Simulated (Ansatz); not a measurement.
# Al4Te: the cost of one run

Program: Ansatz 0.2.0. Level of theory: DFT PBE, scalar-relativistic, plane waves, PAW. These are calculated values, not measurements.

## 1. The starting structure

It takes space group Fd-3m (No. 227, cubic). Conventional cell: a = 10.116 Å, b = 10.116 Å, c = 10.116 Å, α = 90.00°, β = 90.00°, γ = 90.00°. Al (site symmetry 3m) has 1 Te at 2.21 Å as nearest neighbours. Te (site symmetry -43m) has 4 Al at 2.21 Å as nearest neighbours.

Structure file:

```cif
data_structure
_symmetry_space_group_name_H-M 'Fd-3m:1'
_symmetry_Int_Tables_number 227
_cell_length_a 10.1159
_cell_length_b 10.1159
_cell_length_c 10.1159
_cell_angle_alpha 90.000
_cell_angle_beta 90.000
_cell_angle_gamma 90.000
_cell_volume 1035.19
loop_
_atom_site_label
_atom_site_type_symbol
_atom_site_symmetry_multiplicity
_atom_site_Wyckoff_symbol
_atom_site_fract_x
_atom_site_fract_y
_atom_site_fract_z
_atom_site_occupancy
Al1 Al 32 e 0.37613 0.87613 0.37613 1
Te1 Te 8 b 0.00000 0.00000 0.50000 1
```

Recipe of the guess: species swapped into a database cell of Ba4Rh (Fd-3m, No. 227), with Al on the Ba sites and Te on the Rh sites. Its size is a rough estimate.

## 2. Probe: one point on a coarse mesh

input.yaml reads:

```yaml
crystal:
  lattice:
    - [0.0, 5.05796973, 5.05796973]
    - [5.05796973, 0.0, 5.05796973]
    - [5.05796973, 5.05796973, 0.0]
  atoms:
    - { symbol: Al, position: [0.37612599, 0.37612599, 0.37612599] }
    - { symbol: Al, position: [0.37612599, 0.37612599, 0.87162203] }
    - { symbol: Al, position: [0.37612599, 0.87162203, 0.37612599] }
    - { symbol: Al, position: [0.87387401, 0.87387401, 0.37837797] }
    - { symbol: Al, position: [0.87387401, 0.87387401, 0.87387401] }
    - { symbol: Al, position: [0.87162203, 0.37612599, 0.37612599] }
    - { symbol: Al, position: [0.87387401, 0.37837797, 0.87387401] }
    - { symbol: Al, position: [0.37837797, 0.87387401, 0.87387401] }
    - { symbol: Te, position: [0.0, 0.0, 0.0] }
    - { symbol: Te, position: [0.25, 0.25, 0.25] }
basis:
  ecutwfc: 420
kpoints:
  mp_grid: { grid: [4, 4, 4] }
hamiltonian:
  xc: pbe
scf:
  occupations: { method: gaussian, width: 0.1 }
  lower_state_search: "off"
output:
  forces: true
  stress: true
  eigenvalues: true
```

Run with:

```
> ansatz run input.yaml --threads 1 --pin off --max-ram 2560MiB --backend cpu --events-out ev --progress --plain --runs-dir out
```

**Question.** How long does this run take on 1 thread of Arm Neoverse V1, shared host, and how much memory does it need?

About 6 s, with a peak of 0.44 GiB.
